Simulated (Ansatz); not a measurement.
# C2H5BrGe: up Jacob's ladder to CCSD(T)

An exercise on one series of results from a longer session: the logs are not shown, and one member is left open.

Program: Ansatz 0.2.0, Gaussian basis. Level of theory: functionals in def2-TZVPP, the program's frozen cores in correlated methods. These are calculated values, not measurements.

Levels to be run: PBE-D4, r2SCAN-D4, PBE0-D4, B3LYP-D4, ωB97X-V, ωB97M-V, B2PLYP; CCSD(T)/def2-TZVPP; MP2/def2-QZVPP; extrapolation to the limit.

## Structure used throughout

An earlier PBE0-D4 in a triple-zeta def2 set relaxation fixed the geometry.

SMILES `[GeH3]/[CH]=C\Br`, 9 atoms, charge 0, spin multiplicity 1.

Atoms are counted from 1 here; the program's logs count them from 0.

Bond lengths: Ge1–C2 1.945 Å, Ge1–H5 1.537 Å, Ge1–H6 1.535 Å, Ge1–H7 1.535 Å, C2–C3 1.322 Å, C2–H8 1.088 Å, C3–Br4 1.887 Å, C3–H9 1.083 Å. Angles: C2–Ge1–H5 107.7°, C2–Ge1–H6 110.2°, C2–Ge1–H7 110.2°, H5–Ge1–H6 109.6°, H5–Ge1–H7 109.6°, H6–Ge1–H7 109.6°, Ge1–C2–C3 125.7°, Ge1–C2–H8 118.4°, C3–C2–H8 115.9°, C2–C3–Br4 123.5°, C2–C3–H9 124.8°, Br4–C3–H9 111.7°.

The first run:

Contents of in.yaml:

```yaml
crystal:
  periodic: [false, false, false]
  atoms:
    - {symbol: Ge, position_ang: [-1.268434, 0.413700, 0.010378]}
    - {symbol: C, position_ang: [0.285412, -0.739325, -0.183534]}
    - {symbol: C, position_ang: [1.541248, -0.380370, 0.018487]}
    - {symbol: Br, position_ang: [2.057115, 1.356746, 0.543368]}
    - {symbol: H, position_ang: [-2.513770, -0.421618, -0.326371]}
    - {symbol: H, position_ang: [-1.369310, 0.929356, 1.452760]}
    - {symbol: H, position_ang: [-1.170012, 1.603168, -0.954995]}
    - {symbol: H, position_ang: [0.129067, -1.773045, -0.483482]}
    - {symbol: H, position_ang: [2.397085, -1.034713, -0.093711]}
basis:
  gaussian: {orbitals: def2-TZVPP}
hamiltonian: {xc: pbe, dispersion: d4}
output: {forces: true, orbitals: {seedname: orbitals}}
```

Run with:

```
$ ansatz run in.yaml --threads 4 --pin off --events-out ev --progress --plain --max-ram 10444MiB
```

Among the steps run: PBE-D4 (GGA); r2SCAN-D4 (meta-GGA); PBE0-D4 (hybrid); B3LYP-D4 (hybrid); ωB97X-V (range-separated); ωB97M-V (range-separated); B2PLYP (double hybrid); CCSD(T) in def2-TZVPP; MP2 in def2-QZVPP.

One table of the session follows, with a row left open; its other results are not shown here.

| method | atomisation energy (eV) |
| --- | --- |
| PBE-D4 | 31.399 |
| r2SCAN-D4 | 31.004 |
| PBE0-D4 | 30.924 |
| B3LYP-D4 | 30.725 |
| ωB97X-V | 30.904 |
| ωB97M-V | 30.729 |
| B2PLYP | 30.457 |
| HF/def2-TZVPP | ? |
| MP2/def2-TZVPP | 30.608 |
| CCSD/def2-TZVPP | 29.768 |
| CCSD(T)/def2-TZVPP | 30.299 |
| MP2/CBS | 31.288 |
| CCSD(T)/CBS | 30.979 |

Q: Estimate the row for HF/def2-TZVPP from the others.

The run gave: atomisation energy (eV): 22.296. In the column «atomisation energy (eV)» it is the lowest.

Among the levels timed on like hardware and quicker than the yardstick, those that no quicker one beats, quickest first: PBE-D4 (2.4 s, +0.419 eV); PBE0-D4 (3.2 s, -0.056 eV); r2SCAN-D4 (4.9 s, +0.025 eV).

B2PLYP carry no dispersion term (for B3LYP, D4 adds 0.354 eV).

To keep in mind: Free atoms (1 Ge, 2 C, 1 Br, 5 H) were run apart at each level; the atomisation energy is their sum less the molecule, without zero-point or spin-orbit terms. All levels share the lack of spin-orbit coupling, which lowers the free heavy atoms and so the true binding.
